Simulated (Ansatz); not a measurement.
# CH4SeSi: the cost of one run

Program: the Python package of Ansatz 0.2.0. The levels of theory stand in the script. These are calculated values, not measurements.

### Step 1. The structure

Bond lengths: C1–Si2 1.798 Å, C1–Se3 1.972 Å, Si2–Se3 2.362 Å, C1–H4 1.080 Å, C1–H5 1.136 Å, Si2–H6 1.478 Å, Si2–H7 1.495 Å. Angles: C1–Si2–Se3 54.6°, C1–Si2–H6 116.1°, C1–Si2–H7 113.6°, Se3–Si2–H6 112.2°, Se3–Si2–H7 113.5°, H6–Si2–H7 125.7°, Si2–C1–Se3 77.4°, Si2–C1–H4 114.4°, Si2–C1–H5 114.2°, Se3–C1–H4 111.8°, Se3–C1–H5 108.4°, H4–C1–H5 121.7°, C1–Se3–Si2 48.0°.

The script holds or builds the structure itself.

### Step 2. Script

The input, basis_ch4sesi.py:

```python
"""Basis-set convergence for CH4SeSi."""

from dataclasses import dataclass

import ansatz as az


@dataclass
class Options:
    functional: str = "hf"


cfg = Options()

molecule = (
    az.Crystal.molecule()
    .atom("C", (-0.6276, -0.5035, -0.3807))
    .atom("Si", (0.6935, 0.3124, 0.5264))
    .atom("Se", (-0.4174, 1.1943, -1.3621))
    .atom("H", (-0.308, -1.3499, -0.9712))
    .atom("H", (-1.6327, -0.491, 0.1476))
    .atom("H", (0.2995, 0.9962, 1.7756))
    .atom("H", (2.054, -0.2265, 0.2187))
)

model = molecule.calculation().functional(cfg.functional)

energies = {}
for basis in ["cc-pVDZ", "cc-pVTZ"]:
    summary = model.basis(gaussian=basis).run(threads=1).report
    size = summary["n_frozen"] + summary["n_occupied"][0] + summary["n_virtual"][0]
    energies[basis] = (summary["reference_energy_ev"] / 27.211386246, summary["free_energy_ev"] / 27.211386246)
    print(f"{basis:14s} {size:4d} orbitals  reference {energies[basis][0]:14.6f} Ha  total {energies[basis][1]:14.6f} Ha")

last = energies["cc-pVTZ"][1]
for basis, (_, total) in energies.items():
    print(f"{basis:14s} lies {27.211386 * (total - last):9.4f} eV above cc-pVTZ")
```

### Step 3. The calls as engine input

The engine receives this input (first run):

```yaml
crystal:
  periodic: [false, false, false]
  atoms:
    - { symbol: C, position_ang: [-0.6276, -0.5035, -0.3807] }
    - { symbol: Si, position_ang: [0.6935, 0.3124, 0.5264] }
    - { symbol: Se, position_ang: [-0.4174, 1.1943, -1.3621] }
    - { symbol: H, position_ang: [-0.308, -1.3499, -0.9712] }
    - { symbol: H, position_ang: [-1.6327, -0.491, 0.1476] }
    - { symbol: H, position_ang: [0.2995, 0.9962, 1.7756] }
    - { symbol: H, position_ang: [2.054, -0.2265, 0.2187] }
basis:
  gaussian:
    orbitals: cc-pVDZ
hamiltonian:
  xc: hf
```

### Step 4. The run

Started as:

```bash
$ python basis_ch4sesi.py
```

**Question.** How long does this script take on 1 thread of Arm Neoverse V1, shared host, and how much memory does it need?

About 3.8 s, with a peak of 0.35 GiB.
